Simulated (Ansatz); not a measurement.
# ZrO: small, medium and large basis sets

How large a basis does ZrO need? Two functionals are run in growing sets.

Computed with Ansatz 0.2.0, Gaussian basis. Level: one geometry, several basis sets.

Levels to be run: PBE0-D4/def2-SVP; ωB97M-V/def2-SVP; PBE0-D4/def2-QZVPP; ωB97M-V/def2-QZVPP; the functionals' def2-TZVPP values are taken from earlier runs.

## 1. Structure used throughout

The geometry comes from an earlier relaxation with PBE0-D4 in a triple-zeta def2 set; it is a stationary point. Zr takes the def2 core potential; no spin-orbit term is included.

SMILES `[O]=[Zr]`, 2 atoms, charge 0, spin multiplicity 1.

Atoms are counted from 1 here; the program's logs count them from 0.

Bond lengths: O1–Zr2 1.704 Å.

## 2. PBE0-D4 in def2-SVP

File in.yaml:

```yaml
crystal:
  periodic: [false, false, false]
  atoms:
    - {symbol: O, position_ang: [-0.724058, 0.257855, -0.367090]}
    - {symbol: Zr, position_ang: [0.724058, -0.257855, 0.367090]}
basis:
  gaussian: {orbitals: def2-SVP}
hamiltonian: {xc: pbe0, dispersion: d4}
output: {orbitals: {seedname: orbitals}}
```

The run is started by

```
$ ansatz run in.yaml --threads 2 --pin off --events-out ev --progress --plain --max-ram 32768MiB --backend cpu
```

Further steps of the session: ωB97M-V in def2-SVP; PBE0-D4 in def2-QZVPP; ωB97M-V in def2-QZVPP.

**Question.** What will the summary of the whole plan be? Wanted: PBE0-D4: double and triple zeta above quadruple; ωB97M-V: double and triple zeta above quadruple.

**Answer**, as computed:

| quantity | value |
| --- | --- |
| PBE0-D4: double and triple zeta above quadruple | 3.07, 0.15 eV |
| ωB97M-V: double and triple zeta above quadruple | 3.13, 0.15 eV |

For PBE0-D4 the step from double to triple zeta gains 2.92 eV and the next only 0.15 eV. Total energies overstate the basis error of differences, where much of it tends to cancel.
